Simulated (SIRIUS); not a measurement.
A run of SIRIUS 7.10.0 is set up as follows.

The input sirius.json:

```json
{
  "control": {
    "processing_unit": "cpu",
    "verbosity": 2,
    "num_bands_to_print": 38,
    "print_forces": true,
    "print_stress": true
  },
  "parameters": {
    "electronic_structure_method": "pseudopotential",
    "xc_functionals": ["XC_GGA_X_PBE", "XC_GGA_C_PBE"],
    "gk_cutoff": 7.7,
    "pw_cutoff": 15.4,
    "ngridk": [6, 6, 6],
    "shiftk": [0, 0, 0],
    "smearing": "fermi_dirac",
    "smearing_width": 0.0018374661,
    "num_bands": 38,
    "num_mag_dims": 0,
    "num_dft_iter": 100,
    "energy_tol": 1e-08,
    "density_tol": 1e-06
  },
  "iterative_solver": {
    "type": "davidson",
    "min_tolerance": 1e-09,
    "tolerance_scale": [0.1, 0.25]
  },
  "mixer": {
    "type": "anderson",
    "beta": 0.7,
    "max_history": 8
  },
  "settings": {
    "tol_ne": 1e-10,
    "pseudo_grid_cutoff": 6.5
  },
  "unit_cell": {
    "lattice_vectors": [
      [-5.602848986903, 5.602848986903, 5.602848986903],
      [5.602848986903, -5.602848986903, 5.602848986903],
      [5.602848986903, 5.602848986903, -5.602848986903]
    ],
    "atom_coordinate_units": "lattice",
    "atom_types": ["Ta", "Al"],
    "atom_files": {
      "Ta": "Ta.json",
      "Al": "Al.json"
    },
    "atoms": {
      "Ta": [
        [0.0, 0.0, 0.5],
        [0.5, 0.0, 0.0],
        [0.5, 0.5, 0.5],
        [0.0, 0.5, 0.0]
      ],
      "Al": [
        [0.0, 0.0, 0.0]
      ]
    }
  }
}
```

Potentials or basis: PseudoDojo 0.4.1 PBE standard (scalar relativistic).

The run is started by

```sh
$ upf_to_json Ta.upf
$ upf_to_json Al.upf
$ OMP_NUM_THREADS=1 sirius.scf --input=sirius.json --output=out.json --task=0
```

Task: Estimate the pressure.

Result: -0.1 GPa.

Task: What does it give for the band gap on the k mesh?

Result: None (metal or under the smearing width).

Spin-orbit coupling is left out, which matters for the levels of Ta.
